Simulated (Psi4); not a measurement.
# GaH2OF (SMILES [OH][GaH][F]): TPSS/cc-pVDZ

Aim: the vertical ionisation energy of GaH2OF at TPSS/cc-pVDZ, from 2 runs. 

The calculation is run with Psi4 1.11.

### 1 Starting point

The species is GaH2OF (5 atoms), meant as a singlet with charge 0. SMILES: `[OH][GaH][F]`. Geometry: relaxed at PBE0-D4/def2-TZVP. This is one conformer, not always the lowest.

Bond lengths: O1–Ga2 1.771 Å, Ga2–F3 1.746 Å, O1–H4 0.959 Å, Ga2–H5 1.545 Å. Angles: O1–Ga2–F3 111.1°, O1–Ga2–H5 128.8°, F3–Ga2–H5 120.0°, Ga2–O1–H4 114.5°.

### 2 Energy and forces at TPSS/cc-pVDZ

job.inp reads:

```
memory 2200 mb

molecule m {
  O     -2.13614641    -1.11248177    -0.53630427
  Ga     0.72508791     0.53006818     0.02947973
  F      0.82826696     3.35955510    -1.66522666
  H     -2.28770245    -2.68473391     0.35375673
  H      2.96498029    -0.23168042     1.74024879
  units au
  symmetry c1
}

set {
  basis cc-pVDZ
  puream true
  e_convergence 1e-09
  d_convergence 1e-08
  scf_type pk
  dft_radial_points 99
  dft_spherical_points 590
}

energy_value, wavefunction = gradient("tpss", return_wfn=True)
oeprop(wavefunction, "MULLIKEN_CHARGES", "MAYER_INDICES", "WIBERG_LOWDIN_INDICES", title="TPSS")
```

Run with:

```bash
$ psi4 -n 1 job.inp job.out
```

job.out, cut to the lines that bear on the results:

```text
[...]
  Running in c1 symmetry.
[...]
  Nuclear repulsion =  198.339104522088945
[...]
  Multiplicity = 1
[...]
  Nalpha       = 25
  Nbeta        = 25
[...]
    Number of basis functions: 65
[...]
   @RKS iter   1: -2100.50769310528403   -3.03921e+00   1.65819e-02 ADIIS/DIIS
[...]
   @RKS iter  12: -2101.16289564472936    0.00000e+00   2.45550e-09 DIIS
[...]
    Orbital Energies [Eh]
    ---------------------
    Doubly Occupied:
       1A   -371.628677     2A    -45.513443     3A    -40.285457
       4A    -40.280776     5A    -40.280367     6A    -24.380507
       7A    -18.905873     8A     -5.368548     9A     -3.673851
      10A     -3.664373    11A     -3.663005    12A     -1.051248
      13A     -0.928795    14A     -0.772082    15A     -0.771028
      16A     -0.769316    17A     -0.764325    18A     -0.758414
      19A     -0.463096    20A     -0.396836    21A     -0.341363
      22A     -0.322983    23A     -0.315765    24A     -0.282957
      25A     -0.275185
[...]
  @RKS Final Energy: -2101.16289564472936
   => Energetics <=
    Nuclear Repulsion Energy =            198.3391045220889453
    One-Electron Energy =               -3322.8839557598271313
    Two-Electron Energy =                1118.2691339640618935
    DFT Exchange-Correlation Energy =     -94.8871783710526415
    Empirical Dispersion Energy =           0.0000000000000000
    VV10 Nonlocal Energy =                  0.0000000000000000
    Total Energy =                      -2101.1628956447293604
[...]
 Multipole Moments:
 ------------------------------------------------------------------------------------
     Multipole            Electronic (a.u.)      Nuclear  (a.u.)        Total (a.u.)
 ------------------------------------------------------------------------------------
 L = 1.  Multiply by 2.5417464519 to convert [e a0] to [Debye]
 Dipole X            :          1.9409720           -1.6910212            0.2499507
 Dipole Y            :          1.7730624           -2.7318160           -0.9587535
 Dipole Z            :         -0.0242941            0.7562426            0.7319485
 Magnitude           :                                                    1.2318410
[...]
  -Total Gradient:
     Atom            X                  Y                   Z
    ------   -----------------  -----------------  -----------------
       1        0.012246301636    -0.007768308980     0.011586627032
       2       -0.009923849280     0.006164517173    -0.009309615918
       3       -0.000314316636    -0.013060870290     0.007914322738
       4        0.000481192394     0.014216100000    -0.008537404356
       5       -0.002394827754     0.000447341950    -0.001600883522
[...]
  Mulliken Charges: (a.u.)
   Center  Symbol    Alpha    Beta     Spin     Total
       1     O     4.18004  4.18004  0.00000 -0.36007
       2    GA    15.18980 15.18980  0.00000  0.62040
       3     F     4.67432  4.67432  0.00000 -0.34865
       4     H     0.41616  0.41616  0.00000  0.16768
       5     H     0.53968  0.53968  0.00000 -0.07936
   Total alpha = 25.00000, Total beta = 25.00000, Total charge = -0.00000
  Mayer Bond Indices:
[...]
```

Wall time 70 s (1 thread of Intel Xeon Platinum 8259CL at 2.50GHz (Skylake/Cascade Lake), shared host); peak memory 1.6 GiB.

### 3 The doublet cation

fgah2o.json reads:

```json
{
 "schema_name": "qcschema_input",
 "schema_version": 1,
 "molecule": {
  "schema_name": "qcschema_molecule",
  "schema_version": 2,
  "symbols": ["O", "Ga", "F", "H", "H"],
  "geometry": [-2.13614641, -1.11248177, -0.53630427, 0.72508791, 0.53006818, 0.02947973, 0.82826696, 3.3595551, -1.66522666, -2.28770245, -2.68473391, 0.35375673, 2.96498029, -0.23168042, 1.74024879],
  "molecular_charge": 1,
  "molecular_multiplicity": 2,
  "fix_symmetry": "c1"
 },
 "driver": "gradient",
 "model": {
  "method": "tpss",
  "basis": "cc-pVDZ"
 },
 "keywords": {
  "reference": "uks",
  "puream": true,
  "e_convergence": 1e-09,
  "d_convergence": 1e-08,
  "scf_type": "pk",
  "dft_radial_points": 99,
  "dft_spherical_points": 590,
  "maxiter": 100,
  "scf_properties": ["MAYER_INDICES", "WIBERG_LOWDIN_INDICES", "LOWDIN_CHARGES"]
 }
}
```

Run with:

```bash
$ psi4 --qcschema fgah2o.json -n 1 --memory 2200MB
```

stdout, cut to the lines that bear on the results:

```text
[...]
  Running in c1 symmetry.
[...]
  Nuclear repulsion =  198.339104522088945
[...]
  Multiplicity = 2
[...]
  Nalpha       = 25
  Nbeta        = 24
[...]
    Number of basis functions: 65
[...]
   @UKS iter   1: -2099.91829425285596   -2.44981e+00   1.90974e-02 DIIS/ADIIS
[...]
   @UKS iter  36: -2100.74891220348673   -4.54747e-13   7.21810e-09 DIIS
[...]
   @S^2 Observed:                7.592428844E-01
[...]
  @UKS Final Energy: -2100.74891220348673
   => Energetics <=
    Nuclear Repulsion Energy =            198.3391045220889453
    One-Electron Energy =               -3308.1279343554651859
    Two-Electron Energy =                1103.5482895184154586
    DFT Exchange-Correlation Energy =     -94.5083718885258435
    Empirical Dispersion Energy =           0.0000000000000000
    VV10 Nonlocal Energy =                  0.0000000000000000
    Total Energy =                      -2100.7489122034867250
[...]
 Multipole Moments:
 ------------------------------------------------------------------------------------
     Multipole            Electronic (a.u.)      Nuclear  (a.u.)        Total (a.u.)
 ------------------------------------------------------------------------------------
 L = 1.  Multiply by 2.5417464519 to convert [e a0] to [Debye]
 Dipole X            :          1.8213233           -1.6910212            0.1303021
 Dipole Y            :          1.2530938           -2.7318160           -1.4787221
 Dipole Z            :          0.2974890            0.7562426            1.0537315
 Magnitude           :                                                    1.8204252
[...]
  -Total Gradient:
     Atom            X                  Y                   Z
    ------   -----------------  -----------------  -----------------
       1        0.009173443512    -0.000326013590     0.013002668862
       2       -0.012195662364    -0.022515042127     0.002078778753
       3       -0.003407843996    -0.011668707495     0.004826857472
       4        0.014919060330     0.027328892045    -0.013786071147
       5       -0.008388189674     0.007182668670    -0.006071492881
[...]
```

The result, in JSON:

```text
{
 "driver": "gradient",
 "model": {
  "method": "tpss",
  "basis": "cc-pVDZ"
 },
 "success": true,
 "return_result": [0.00917344351176061, -0.0003260135899418315, 0.013002668862003491, -0.012195662364136488, -0.022515042127087027, 0.002078778753079033, -0.0034078439959037274, -0.011668707495428948, 0.00482685747189214, 0.014919060330360084, 0.02732889204532074, -0.013786071147482981, -0.008388189673714658, 0.0071826686700674006, -0.006071492881378496],
 "properties": {
  "calcinfo_nbasis": 65,
  "calcinfo_nmo": 65,
  "calcinfo_nalpha": 25,
  "calcinfo_nbeta": 24,
  "calcinfo_natom": 5,
  "nuclear_repulsion_energy": 198.33910452208895,
  "return_energy": -2100.7489122034867,
  "return_gradient": [0.00917344351176061, -0.0003260135899418315, 0.013002668862003491, -0.012195662364136488, -0.022515042127087027, 0.002078778753079033, -0.0034078439959037274, -0.011668707495428948, 0.00482685747189214, 0.014919060330360084, 0.02732889204532074, -0.013786071147482981, -0.008388189673714658, 0.0071826686700674006, -0.006071492881378496],
  "scf_one_electron_energy": -3308.127934355465,
  "scf_two_electron_energy": 1103.5482895184155,
  "scf_xc_energy": -94.50837188852584,
  "scf_dipole_moment": [0.13030205713742715, -1.478722131260849, 1.0537315412451664],
  "scf_total_energy": -2100.7489122034867,
  "scf_total_gradient": [0.00917344351176061, -0.0003260135899418315, 0.013002668862003491, -0.012195662364136488, -0.022515042127087027, 0.002078778753079033, -0.0034078439959037274, -0.011668707495428948, 0.00482685747189214, 0.014919060330360084, 0.02732889204532074, -0.013786071147482981, -0.008388189673714658, 0.0071826686700674006, -0.006071492881378496],
  "scf_iterations": 36
 }
}
```

Wall time 2.5 min (1 thread of Intel Xeon Platinum 8259CL at 2.50GHz (Skylake/Cascade Lake), shared host); peak memory 1.6 GiB.

### 4 Outcome

At TPSS/cc-pVDZ:

| quantity | value |
| --- | --- |
| singlet GaH2OF: total energy | -2101.16290 Eh |
| singlet GaH2OF: dipole moment | 3.13 D |
| singlet GaH2OF: HOMO energy | -7.49 eV |
| singlet GaH2OF: LUMO energy | -1.38 eV |
| singlet GaH2OF: HOMO–LUMO gap | 6.11 eV |
| singlet GaH2OF: largest force on an atom | 0.955 eV/Å |
| doublet cation: total energy | -2100.74891 Eh |
| doublet cation: HOMO energy (highest over α and β) | -15.27 eV |
| doublet cation: LUMO energy (lowest over α and β) | -14.84 eV |
| doublet cation: ⟨S²⟩ | 0.759 |
| doublet cation: largest force on an atom | 1.751 eV/Å |
| vertical ionisation energy (to the doublet cation) | 11.265 eV |

Removing an electron at fixed nuclei costs 11.27 eV (1087 kJ/mol). The largest force (singlet GaH2OF) is 0.95 eV/Å: the shape isn't a stationary point for this species at this level. −ε(HOMO) before ionisation, 7.49 eV, is 3.78 eV below this ionisation energy. Mulliken charges (singlet GaH2OF) run from -0.36 on O1 to +0.62 on Ga2; they depend strongly on the basis.
